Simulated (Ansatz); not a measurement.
C2H2F2Sn, SMILES C#[C][SnH]([F])[F], harmonic frequencies at the relaxed geometry

Computed with Ansatz 0.2.0, Python API.

The cells in order, each with its output:

In [1]:
```python
import ansatz as az
import numpy as np
```

In [2]:
```python
geometry_ang = [
    ("C", (-0.5006, -0.3137, 2.0973)),
    ("C", (-0.24, -0.1325, 0.929)),
    ("Sn", (0.2741, 0.1135, -1.0908)),
    ("F", (-0.9028, -0.796, -2.2131)),
    ("F", (0.326, 1.9966, -1.5367)),
    ("H", (-0.8239, -0.375, 3.0988)),
    ("H", (1.9284, -0.5609, -1.3303)),
]
molecule = az.Crystal.molecule()
for symbol, xyz in geometry_ang:
    molecule = molecule.atom(symbol, xyz)
```

In [3]:
```python
job = molecule.calculation()
job = job.basis(gaussian="def2-SVP").functional("hf")
symbols = [site.symbol for site in molecule.cartesian_sites]
start = np.array([site.position_ang for site in molecule.cartesian_sites], dtype=float)
summary = job.relax(force_tolerance=0.003, max_steps=100).run(threads=1, backend="cpu").report
end = np.array(summary["positions_ang"])
```

In [4]:
```python
print("final positions (A) and the move of each atom")
for symbol, xyz, old in zip(symbols, end, start):
    print(f"{symbol:2s} {xyz[0]:10.5f} {xyz[1]:10.5f} {xyz[2]:10.5f}   {np.linalg.norm(xyz - old):7.4f}")
```
```text
final positions (A) and the move of each atom
C    -0.55537   -0.26588    2.07630    0.0757
C    -0.21884   -0.13788    0.93448    0.0225
Sn    0.40027    0.06507   -1.03240    0.1472
F    -0.91127   -0.74597   -2.15271    0.0789
F     0.28802    1.90916   -1.50116    0.1017
H    -0.86126   -0.37700    3.09278    0.0379
H     1.91965   -0.51551   -1.46310    0.1406
```

In [5]:
```python
# same settings at the minimum
minimum = az.Crystal.molecule()
for symbol, xyz in zip(symbols, end):
    minimum = minimum.atom(symbol, xyz.tolist())
vibrating = (
    minimum.calculation()
    .basis(gaussian="def2-SVP")
    .functional("hf")
    .phonons(temperatures=(298.15, 498.15, 100))
)
vib = vibrating.run(threads=1, backend="cpu").report["vibrations"]
sums = vib["harmonic_sums"]
modes = [m["omega_inv_cm"] for m in sums["modes_at_gamma"] if m["rigid_motion"] == "no"]
print("frequencies (1/cm):", " ".join(f"{w:.0f}" for w in modes))
print("imaginary modes:", sum(w < 0 for w in modes), " zero-point energy:", round(sums["zero_point_energy_ev"], 4), "eV")
print("T (K)   F_vib (eV)   S_vib (meV/K)   C_vib (meV/K)")
for row in zip(sums["temperatures_k"], sums["vibrational_free_energy_ev"], vib["entropy_ev_per_k"], vib["heat_capacity_ev_per_k"]):
    print(f"{row[0]:6.1f} {row[1]:11.4f} {1000 * row[2]:13.4f} {1000 * row[3]:15.4f}")
```
```text
frequencies (1/cm): 112 136 196 293 303 492 632 637 694 697 870 874 2142 2307 3604
imaginary modes: 0  zero-point energy: 0.8672 eV
T (K)   F_vib (eV)   S_vib (meV/K)   C_vib (meV/K)
 298.1      0.7918        0.5866          0.6508
 398.1      0.7226        0.7935          0.7766
 498.1      0.6339        0.9772          0.8614
```

The frequencies are harmonic and unscaled, in a modest basis. The result belongs to the one conformer reached from this start, and soft torsions count as harmonic oscillators. def2 sets replace the cores of elements past krypton by effective core potentials. Run time: 72 s on 1 thread of Intel(R) Xeon(R) 6975P-C (Granite Rapids), with other jobs on the host, peak memory 0.28 GiB.

(Lines on the test bed's own set-up are left out of the output.)
